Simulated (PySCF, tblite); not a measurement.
**C₃H₅BFS₂ radical: geometry, infrared bands and EPR parameters**

Wanted: the infrared bands and EPR parameters of C₃H₅BFS₂ radical (`FC[C@H]1CS[B]S1`), by calculation.

The runs use tblite 0.8.0 and PySCF 2.14.0, with density-fitted response routines of our own; the level of theory stands in each step. All values are computed, except where a source is named. Atoms count from 0, in the outputs and in this text.

**1. Starting geometry**

12 atoms, charge 0, multiplicity 2; geometry from: force field or distance geometry start.

Bonds of the start (Å): F0–C1 1.40, C1–C2 1.49, C2–C3 1.51, C3–S4 1.83, S4–B5 1.88, B5–S6 1.89, S6–C2 1.84, C1–H7 1.11, C1–H8 1.12, C2–H9 1.10, C3–H10 1.11, C3–H11 1.12.

**2. Relaxing the molecule with GFN2-xTB**

What the job is given:

```
{"job": {"kind": "relax", "xc": "GFN2-xTB", "basis": "xTB"}, "charge": 0, "multiplicity": 2}
F      1.663000    -1.468500    -0.685700
C      1.543300    -0.218700    -0.067700
C      0.151200     0.247600    -0.293400
C     -0.916600    -0.663600     0.250100
S     -2.448400     0.155900    -0.315600
B     -2.072800     1.906600     0.268200
S     -0.212300     1.810400     0.604300
H      1.838300    -0.305300     0.996700
H      2.259700     0.439800    -0.629600
H     -0.044000     0.481700    -1.353000
H     -0.838900    -1.691000    -0.174400
H     -0.921200    -0.695600     1.374000
```

On the command line:

```sh
OMP_NUM_THREADS=1 python probes_run.py task.json out
```

The driver reads the jobs from task.json and runs them one after another.

**Question.** This job is followed by: GFN2-xTB harmonic vibrations, gas phase; UKS B3LYP, pcH-1 on B C F H S, non-relativistic, mean-field spin-orbit, GIAO. Predict these results of the whole session: strongest single infrared mode (GFN2-xTB); zero-point energy (GFN2-xTB); g(iso) (B3LYP); ⟨S²⟩; largest a(iso); potential on the surface of density 0.002 e/bohr³, 1st and 99th percentile.

**Answer**, as computed:

| quantity | value |
| --- | --- |
| strongest single infrared mode (GFN2-xTB) | 896 cm⁻¹, 92 km/mol |
| zero-point energy (GFN2-xTB) | 50.0 kcal/mol |
| g(iso) (B3LYP) | 1.99971 |
| ⟨S²⟩ | 0.754 (exact 0.75) |
| largest a(iso) | 11B on B5, 505.1 MHz |
| potential on the surface of density 0.002 e/bohr³, 1st and 99th percentile | -0.74 V and 1.18 V |

What this shows: Relaxing lowered the energy by 0.749 eV in 64 steps; the close pair that moved most is B5–S6, from 1.893 to 1.748 Å. No mode is imaginary among the 30: a minimum at this level. The strongest single mode, at 896 cm⁻¹, moves mainly B5. GFN2-xTB is a fitted tight-binding method: band positions and strengths are rough. Its intensities can rank the bands wrongly. B5 carries the largest spin population, 0.94 e. The isotropic g lies 2.6 ppt below the free-electron value.
